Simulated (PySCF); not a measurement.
**[Au2F3]−: other functionals and bases at one geometry**

Aim: see how levels, charges and forces of [Au2F3]− depend on the level of theory. The structure is generated, not taken from experiment.

The runs use PySCF 2.14.0; several levels, as the steps say, no spin–orbit coupling.

2 further runs of the same task are left out: 2 for a known fault of the program. Runs told in other sessions of the task aren't counted.

## (1) Where the work starts

5 atoms, charge -1, spin multiplicity 1.

Bond lengths: Au1–F3 2.042 Å, Au1–F4 1.937 Å, Au2–F3 2.042 Å, Au2–F5 1.937 Å. Angles: F3–Au1–F4 178.5°, F3–Au2–F5 178.5°, Au1–F3–Au2 126.1°.

Coordinates:

```
Au   -0.01685    0.14299    1.82025
Au   -0.01685    0.14299   -1.82025
F    -0.12526    1.06296    0.00000
F     0.08057   -0.68376    3.56880
F     0.08057   -0.68376   -3.56880
```

Formal oxidation states: Au +1. An earlier session relaxed this geometry at PBE0, Au def2-SVP with ECP60, F def2-SVP (singlet, point group C2v).

At PBE0 on the finer grid: E = -570.582070 Eh, HOMO -3.22 eV, LUMO 2.80 eV, Mulliken charge on Au1 +0.21 e, largest force component 0.028 eV/Å. 

Levels to run: HF; PBE; CAM-B3LYP; revPBE; PBE0, TZVP; PBE0, x2c-SVP. Hardware: 2 threads of Arm Neoverse V2, shared host.

## (2) HF

File run.py (the lines that set the calculation):

```python
mol = gto.M(atom='''
Au    -0.01685     0.14299     1.82025
Au    -0.01685     0.14299    -1.82025
F     -0.12526     1.06296     0.00000
F      0.08057    -0.68376     3.56880
F      0.08057    -0.68376    -3.56880''',
    basis={'Au': 'def2-SVP', 'F': 'def2-SVP'},
    ecp={'Au': 'def2-SVP'},
    charge=-1, spin=0)
mf = scf.RHF(mol)
mf = mf.density_fit()  # fitting sets: Au def2-universal-JKFIT, F def2-universal-JKFIT
mf.conv_tol = 1e-08; mf.max_cycle = 55
mf.kernel(dm0)  # dm0: the density of the relaxed state
```

The run is started by

```console
$ OMP_NUM_THREADS=2 python run.py
```

## (3) PBE

Changes to run.py (the lines that set the calculation) since step 2:

```diff
@@ -9,3 +9,4 @@
     charge=-1, spin=0)
-mf = scf.RHF(mol)
+mf = dft.RKS(mol, xc='PBE')
+mf.grids.atom_grid = (75, 302)
 mf = mf.density_fit()  # fitting sets: Au def2-universal-JKFIT, F def2-universal-JKFIT
```

## (4) CAM-B3LYP

Changes to run.py (the lines that set the calculation) since step 3:

```diff
@@ -9,3 +9,3 @@
     charge=-1, spin=0)
-mf = dft.RKS(mol, xc='PBE')
+mf = dft.RKS(mol, xc='CAMB3LYP')
 mf.grids.atom_grid = (75, 302)
```

## (5) revPBE

Changes to run.py (the lines that set the calculation) since step 4:

```diff
@@ -9,3 +9,3 @@
     charge=-1, spin=0)
-mf = dft.RKS(mol, xc='CAMB3LYP')
+mf = dft.RKS(mol, xc='PBE_R,PBE')
 mf.grids.atom_grid = (75, 302)
```

## (6) PBE0, TZVP

Basis: Au def2-TZVP with ECP60, F def2-TZVP. 

File run.py (the lines that set the calculation):

```python
mol = gto.M(atom='''
Au    -0.01685     0.14299     1.82025
Au    -0.01685     0.14299    -1.82025
F     -0.12526     1.06296     0.00000
F      0.08057    -0.68376     3.56880
F      0.08057    -0.68376    -3.56880''',
    basis={'Au': 'def2-TZVP', 'F': 'def2-TZVP'},
    ecp={'Au': 'def2-TZVP'},
    charge=-1, spin=0)
mf = dft.RKS(mol, xc='PBE0')
mf.grids.atom_grid = (75, 302)
mf = mf.density_fit()  # fitting sets: Au def2-universal-JKFIT, F def2-universal-JKFIT
mf.conv_tol = 1e-08; mf.max_cycle = 55
mf.kernel(dm0)  # dm0: free metal ions and neutral atoms
```

## (7) PBE0, x2c-SVP

Basis: Au x2c-SVPall, F x2c-SVPall. All electrons are treated, with the spin-free X2C Hamiltonian.

File run.py (the lines that set the calculation):

```python
mol = gto.M(atom='''
Au    -0.01685     0.14299     1.82025
Au    -0.01685     0.14299    -1.82025
F     -0.12526     1.06296     0.00000
F      0.08057    -0.68376     3.56880
F      0.08057    -0.68376    -3.56880''',
    basis={'Au': 'x2c-SVPall', 'F': 'x2c-SVPall'},
    nucmod='G',
    charge=-1, spin=0)
mf = dft.RKS(mol, xc='PBE0')
mf.grids.atom_grid = (99, 590)
mf = mf.density_fit()  # fitting sets: Au AutoAux, F AutoAux
mf = mf.sfx2c1e()
mf.conv_tol = 1e-08; mf.max_cycle = 55
mf.kernel(dm0)  # dm0: free metal ions and neutral atoms
```

Before running it: what results should come out? Wanted: for each run, HOMO; gap; charge on Au1; dipole; largest force component.

As calculated:

| level | state | HOMO (eV) | gap (eV) | charge on Au1 (e) | dipole (D) | largest force component (eV/Å) | basis functions | time |
| --- | --- | --- | --- | --- | --- | --- | --- | --- |
| PBE0 (relaxed here) | singlet | -3.22 | 6.03 | 0.21 | 1.84 | 0.03 | 106 | 11 s |
| HF | singlet | -6.09 | 12.29 | 0.47 | 2.39 | 0.52 | 106 | 2.5 s |
| PBE | singlet | -1.60 | 3.37 | 0.10 | 1.57 | 0.31 | 106 | 4 s |
| CAM-B3LYP | singlet | -4.57 | 8.44 | 0.20 | 1.86 | 0.05 | 106 | 5.4 s |
| revPBE | singlet | -1.51 | 3.42 | 0.11 | 1.57 | 0.49 | 106 | 4 s |
| PBE0, TZVP | singlet | -3.40 | 5.91 | 0.34 | 2.08 | 0.21 | 173 | 11 s |
| PBE0, x2c-SVP | singlet | -3.46 | 6.03 | 0.11 | 1.90 | 0.15 | 174 | 45 s |

Times are on 2 threads of Arm Neoverse V2, shared host; the first row also made further properties. The dipole of a charged species depends on the origin, so these sizes hold for this origin alone.

In one basis the HOMO–LUMO gap runs from 3.37 eV (PBE) to 12.29 eV (HF). The largest leftover force, 0.52 eV/Å with HF, stands at a geometry relaxed at another level. The Mulliken charge on Au spans +0.10 to +0.47 e over the levels. Total energies of different levels can't be compared. Spin–orbit coupling is left out throughout.
